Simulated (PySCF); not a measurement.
# C3H5GeNO2: the cost of one run

Programs: PySCF 2.14.0, with density-fitted response routines of our own. Each step states its level of theory. These are calculated values for one molecule, in the gas phase or a continuum, unless marked as measured. Atoms are numbered from 0 throughout.

**1. The starting structure**

12 atoms, charge 0, multiplicity 1; geometry from: GFN2-xTB. The atoms were then displaced at random by about 0.01 Å, so the start is not that level's minimum.

Bonds of the start (Å): Ge0–O1 1.80, O1–C2 1.35, C2–C3 1.38, C3–N4 1.33, N4–O5 1.34, O5–C6 1.35, C6–C2 1.36, Ge0–H7 1.51, Ge0–H8 1.47, Ge0–H9 1.50, C3–H10 1.07, C6–H11 1.07.

**2. Relaxing the molecule at PBE0-D3(BJ)/def2-SVP**

What the job is given:

```
{"job": {"xc": "PBE0", "basis": "def2-SVP", "d3": "d3bj", "grid": 1, "shake": 0.01, "kind": "geom"}, "charge": 0, "multiplicity": 1}
Ge     2.246150    -0.057830    -0.070400
O      0.681660     0.811200    -0.235790
C     -0.564110     0.306440    -0.069450
C     -1.731650     1.026950    -0.198330
N     -2.780680     0.234130     0.028480
O     -2.298500    -0.977050     0.325610
C     -0.945100    -0.955250     0.271310
H      3.158420     1.099350    -0.394350
H      2.258770    -1.151500    -1.048700
H      2.343120    -0.559000     1.336800
H     -1.916300     2.051910    -0.439850
H     -0.412080    -1.857630     0.485660
```

Run with:

```bash
OMP_NUM_THREADS=1 python probes_run.py task.json out
```

This one command runs all jobs of the session in turn.

Q: Estimate the wall time and peak memory of this first job on 1 thread of Intel Xeon Platinum 8488C, shared host.

About 83 s, with a peak of 0.57 GiB.
